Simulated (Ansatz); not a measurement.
# C₂BrF₂I: up Jacob's ladder to CCSD(T)

An exercise on one series of results from a longer session: the logs are not shown, and one member is left open.

Method: functionals in def2-TZVPP, the program's frozen cores in correlated methods; program: Ansatz 0.2.0, Gaussian basis.

Levels to be run: LDA (SPW92), PBE-D4, revPBE-D4, BLYP-D4, r2SCAN-D4, B97M-V, PBE0-D4, B3LYP-D4, r2SCANh-D4, r2SCAN0-D4, HSE06-D4, BHLYP-D4, CAM-B3LYP-D4, LC-ωPBE, ωB97X-V, ωB97M-V, B2PLYP, PBE-QIDH; CCSD(T)/def2-SVP; CCSD(T)/def2-TZVPP; MP2/def2-QZVPP; extrapolation to the limit; RPA on PBE.

## Structure used throughout

The geometry comes from an earlier relaxation with PBE0-D4 in a triple-zeta def2 set; it is a stationary point. I takes the def2 core potential; no spin-orbit term is included.

SMILES `F/C(Br)=C(/F)I`, 6 atoms, charge 0, spin multiplicity 1.

Atoms are counted from 1 here; the program's logs count them from 0.

Bond lengths: F1–C2 1.320 Å, C2–Br3 1.859 Å, C2–C4 1.327 Å, C4–F5 1.323 Å, C4–I6 2.060 Å. Angles: F1–C2–Br3 114.7°, F1–C2–C4 121.7°, Br3–C2–C4 123.6°, C2–C4–F5 121.0°, C2–C4–I6 123.6°, F5–C4–I6 115.5°.

Geometry (Å):

```mol
C2BrF2I
  3D, bonds by distance, orders not assigned

  6  5  0  0  0  0  0  0  0  0999 V2000
   -1.3557   -0.1778    1.0895 F   0  0
   -0.3479   -0.5019    0.3017 C   0  0
   -0.0371   -2.3281    0.1500 Br  0  0
    0.3735    0.4205   -0.3232 C   0  0
    1.3807    0.0789   -1.1096 F   0  0
    0.0285    2.4445   -0.1545 I   0  0
  1  2  8  0
  2  3  8  0
  2  4  8  0
  4  5  8  0
  4  6  8  0
M  END
```

Set-up of the first run:

The input, in.yaml:

```yaml
crystal:
  periodic: [false, false, false]
  atoms:
    - {symbol: F, position_ang: [-1.355667, -0.177821, 1.089510]}
    - {symbol: C, position_ang: [-0.347901, -0.501869, 0.301729]}
    - {symbol: Br, position_ang: [-0.037089, -2.328127, 0.150019]}
    - {symbol: C, position_ang: [0.373510, 0.420461, -0.323211]}
    - {symbol: F, position_ang: [1.380694, 0.078854, -1.109612]}
    - {symbol: I, position_ang: [0.028452, 2.444502, -0.154535]}
basis:
  gaussian: {orbitals: def2-TZVPP}
hamiltonian: {xc: lda}
output: {orbitals: {seedname: orbitals}}
```

Steps of the session up to this table: LDA; PBE-D4 (GGA); revPBE-D4 (GGA); BLYP-D4 (GGA); r2SCAN-D4 (meta-GGA); B97M-V (meta-GGA); PBE0-D4 (hybrid); B3LYP-D4 (hybrid); r2SCANh-D4 (hybrid); r2SCAN0-D4 (hybrid); HSE06-D4 (hybrid); BHLYP-D4 (hybrid); CAM-B3LYP-D4 (range-separated); LC-ωPBE-D4 (range-separated; the results give it without D4); ωB97X-V (range-separated); ωB97M-V (range-separated); B2PLYP (double hybrid); PBE-QIDH (double hybrid).

One of the session's tables, all rows but one given; the rest of the session is left out.

It belongs to the step «Orbital energies across the functionals». 

| functional | HOMO (eV) | LUMO (eV) | gap (eV) |
| --- | --- | --- | --- |
| LDA (SPW92) | -6.16 | -2.69 | 3.46 |
| PBE-D4 | -5.95 | -2.46 | 3.49 |
| revPBE-D4 | -5.89 | -2.38 | 3.51 |
| BLYP-D4 | ? | ? | ? |
| r2SCAN-D4 | -6.20 | -2.32 | 3.88 |
| B97M-V | -6.24 | -2.19 | 4.05 |
| PBE0-D4 | -7.14 | -1.57 | 5.57 |
| B3LYP-D4 | -6.92 | -1.81 | 5.11 |
| r2SCANh-D4 | -6.64 | -1.99 | 4.65 |
| r2SCAN0-D4 | -7.30 | -1.49 | 5.80 |
| HSE06-D4 | -6.75 | -1.95 | 4.80 |
| BHLYP-D4 | -8.17 | -0.59 | 7.58 |
| CAM-B3LYP-D4 | -8.41 | -0.49 | 7.93 |
| LC-ωPBE | -9.70 | 0.72 | 10.42 |
| ωB97X-V | -9.35 | 0.60 | 9.95 |
| ωB97M-V | -9.23 | 0.47 | 9.70 |

Q: Estimate the row for BLYP-D4 from the others.

Worked estimate for «HOMO (eV)». Against the share of exact exchange, B3LYP-D4 (0.2, -6.92), BHLYP-D4 (0.5, -8.17) give a slope of -4.17 per unit share; at 0 the line stands at -6.09.

**Answer.** HOMO (eV): -5.81; LUMO (eV): -2.36; gap (eV): 3.45. In «HOMO (eV)» the line misses by -0.28.
